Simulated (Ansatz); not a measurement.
# C2H7NOSi: single point from an input written key by key

Computed with Ansatz 0.2.0, driven from Python. Level of theory: B3LYP/def2-SVP.

### 1 Starting point

Bond lengths: C1–N2 1.431 Å, N2–Si3 1.657 Å, N2–C4 1.457 Å, Si3–C4 1.822 Å, C4–O5 1.430 Å, C1–H6 1.140 Å, C1–H7 1.050 Å, C1–H8 1.115 Å, Si3–H9 1.530 Å, Si3–H10 1.492 Å, C4–H11 1.116 Å, O5–H12 0.976 Å. Angles (14 of 22 angles, heavy atoms first): C1–N2–Si3 124.2°, C1–N2–C4 114.4°, Si3–N2–C4 71.3°, N2–Si3–C4 49.2°, N2–C4–Si3 59.5°, N2–C4–O5 112.7°, Si3–C4–O5 122.9°, N2–C1–H6 109.0°, N2–C1–H7 117.5°, N2–C1–H8 106.8°, N2–Si3–H9 107.1°, N2–Si3–H10 107.2°, C4–Si3–H9 122.3°, C4–Si3–H10 120.6°.

No structure file is read: the coordinates are typed or built in the script.

### 2 The code

c2h7nosi_deck.py reads:

```python
import ansatz as az

DECK = """
crystal:
  periodic: [false, false, false]
  atoms:
    - { symbol: C, position_ang: [-1.2855, -0.0325, 0.7] }
    - { symbol: "N", position_ang: [-0.1369, 0.4295, -0.0186] }
    - { symbol: Si, position_ang: [1.4256, 0.2381, 0.4983] }
    - { symbol: C, position_ang: [0.5066, -0.5856, -0.8423] }
    - { symbol: O, position_ang: [0.6165, -0.1952, -2.2139] }
    - { symbol: H, position_ang: [-1.5864, 0.7557, 1.4667] }
    - { symbol: H, position_ang: [-1.2185, -0.9697, 1.1693] }
    - { symbol: H, position_ang: [-2.1428, -0.0089, -0.0121] }
    - { symbol: H, position_ang: [1.3649, -0.2458, 1.9481] }
    - { symbol: H, position_ang: [2.1313, 1.5303, 0.2545] }
    - { symbol: H, position_ang: [0.2281, -1.6406, -0.6066] }
    - { symbol: H, position_ang: [0.174, 0.6695, -2.3093] }
basis:
  gaussian: { orbitals: def2-SVP }
hamiltonian:
  xc: b3lyp
accuracy: medium
scf:
  lower_state_search: "off"
"""


def main() -> None:
    session = az.Session.from_yaml(DECK)
    summary = session.plan(threads=1).execute().report

    for key in ("converged", "free_energy_ev", "reference_energy_ev", "n_frozen", "n_occupied", "n_virtual"):
        print(f"{key:22s} {summary[key]}")
    symbols = ["C", "N", "Si", "C", "O", "H", "H", "H", "H", "H", "H", "H"]
    state = summary["mean_field"]["state"]
    print(f"mean field: {state['energy']['hartree']:.7f} Ha, <S^2> = {abs(state['spin_squared']):.4f}, stability: {state.get('stability', {}).get('kind')}")


if __name__ == "__main__":
    main()
```

### 3 Launch

Started as:

```
> python c2h7nosi_deck.py
```

What time and memory should one allow on 1 thread of Arm Neoverse V1, shared host?

About 2.6 s, with a peak of 0.23 GiB.
